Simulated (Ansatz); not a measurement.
**H3MoNO2S: up Jacob's ladder to CCSD(T)**

An exercise on one series of results from a longer session: the logs are not shown, and one member is left open.

The runs use Ansatz 0.2.0, Gaussian basis; functionals in def2-TZVPP, the program's frozen cores in correlated methods.

The runs, in order: LDA (SPW92), PBE-D4, revPBE-D4, BLYP-D4, r2SCAN-D4, B97M-V, PBE0-D4, B3LYP-D4, r2SCANh-D4, r2SCAN0-D4, HSE06-D4, BHLYP-D4, CAM-B3LYP-D4, LC-ωPBE, ωB97X-V, ωB97M-V, B2PLYP, PBE-QIDH; CCSD(T)/def2-SVP; CCSD(T)/def2-TZVPP; MP2/def2-QZVPP; extrapolation to the limit; RPA on PBE.

## Structure used throughout

An earlier PBE0-D4 in a triple-zeta def2 set relaxation fixed the geometry. Mo takes the def2 core potential; no spin-orbit term is included.

8 atoms, charge 0, spin multiplicity 1.

Atoms are counted from 1 here; the program's logs count them from 0.

Bond lengths: N1–Mo2 1.915 Å, N1–H6 1.010 Å, N1–H7 1.009 Å, Mo2–O3 1.670 Å, Mo2–O4 1.874 Å, Mo2–S5 2.116 Å, O4–H8 0.961 Å. Angles: Mo2–N1–H6 122.2°, Mo2–N1–H7 124.7°, H6–N1–H7 112.0°, N1–Mo2–O3 107.5°, N1–Mo2–O4 110.4°, N1–Mo2–S5 108.0°, O3–Mo2–O4 108.5°, O3–Mo2–S5 112.2°, O4–Mo2–S5 110.2°, Mo2–O4–H8 121.6°.

Coordinates:

| atom | x (Å) | y (Å) | z (Å) |
| --- | --- | --- | --- |
| N1 | -0.66668 | 0.66084 | 1.06252 |
| Mo2 | 0.50819 | -0.29988 | -0.10502 |
| O3 | 1.29754 | -1.45038 | 0.81354 |
| O4 | -0.47065 | -1.17440 | -1.44204 |
| S5 | 1.84903 | 1.08806 | -0.97227 |
| H6 | -0.95829 | 0.29137 | 1.95566 |
| H7 | -0.91116 | 1.63381 | 0.95733 |
| H8 | -0.55576 | -0.80663 | -2.32551 |

Set-up of the first run:

The input, in.yaml:

```yaml
crystal:
  periodic: [false, false, false]
  atoms:
    - {symbol: N, position_ang: [-0.666684, 0.660843, 1.062517]}
    - {symbol: Mo, position_ang: [0.508187, -0.299879, -0.105023]}
    - {symbol: O, position_ang: [1.297541, -1.450376, 0.813538]}
    - {symbol: O, position_ang: [-0.470655, -1.174395, -1.442042]}
    - {symbol: S, position_ang: [1.849028, 1.088058, -0.972266]}
    - {symbol: H, position_ang: [-0.958293, 0.291369, 1.955659]}
    - {symbol: H, position_ang: [-0.911160, 1.633814, 0.957330]}
    - {symbol: H, position_ang: [-0.555765, -0.806635, -2.325514]}
basis:
  gaussian: {orbitals: def2-TZVPP}
hamiltonian: {xc: lda}
output: {orbitals: {seedname: orbitals}}
```

Started as:

```sh
ansatz run in.yaml --threads 4 --pin off --events-out ev --progress --plain --max-ram 10444MiB
```

Steps of the session up to this table: LDA; PBE-D4 (GGA); revPBE-D4 (GGA); BLYP-D4 (GGA); r2SCAN-D4 (meta-GGA); B97M-V (meta-GGA); B3LYP-D4 (hybrid); r2SCANh-D4 (hybrid); r2SCAN0-D4 (hybrid); HSE06-D4 (hybrid); BHLYP-D4 (hybrid); CAM-B3LYP-D4 (range-separated); LC-ωPBE (range-separated); ωB97X-V (range-separated); ωB97M-V (range-separated); B2PLYP (double hybrid); PBE-QIDH (double hybrid).

One of the session's tables, all rows but one given; the rest of the session is left out.

It belongs to the step «Frontier levels by functional». 

| functional | HOMO (eV) | LUMO (eV) | gap (eV) |
| --- | --- | --- | --- |
| LDA (SPW92) | -6.54 | -3.58 | 2.96 |
| PBE-D4 | -6.37 | -3.40 | 2.97 |
| revPBE-D4 | -6.30 | -3.33 | 2.97 |
| BLYP-D4 | -6.21 | -3.28 | 2.93 |
| r2SCAN-D4 | ? | ? | ? |
| B97M-V | -6.71 | -3.32 | 3.39 |
| PBE0-D4 | -7.61 | -2.72 | 4.89 |
| B3LYP-D4 | -7.37 | -2.91 | 4.46 |
| r2SCANh-D4 | -7.12 | -3.12 | 4.00 |
| r2SCAN0-D4 | -7.81 | -2.72 | 5.09 |
| HSE06-D4 | -7.21 | -3.10 | 4.12 |
| BHLYP-D4 | -8.72 | -1.90 | 6.82 |
| CAM-B3LYP-D4 | -8.90 | -1.68 | 7.21 |
| LC-ωPBE | -10.21 | -0.64 | 9.57 |
| ωB97X-V | -9.87 | -0.68 | 9.20 |
| ωB97M-V | -9.73 | -0.69 | 9.04 |

**Question.** Estimate the row for r2SCAN-D4.

Worked estimate for «HOMO (eV)». Against the share of exact exchange, r2SCANh-D4 (0.1, -7.12), r2SCAN0-D4 (0.25, -7.81) give a slope of -4.60 per unit share; at 0 the line stands at -6.66.

As computed: HOMO (eV): -6.66; LUMO (eV): -3.39; gap (eV): 3.28. In «HOMO (eV)» the line misses by 0.00.
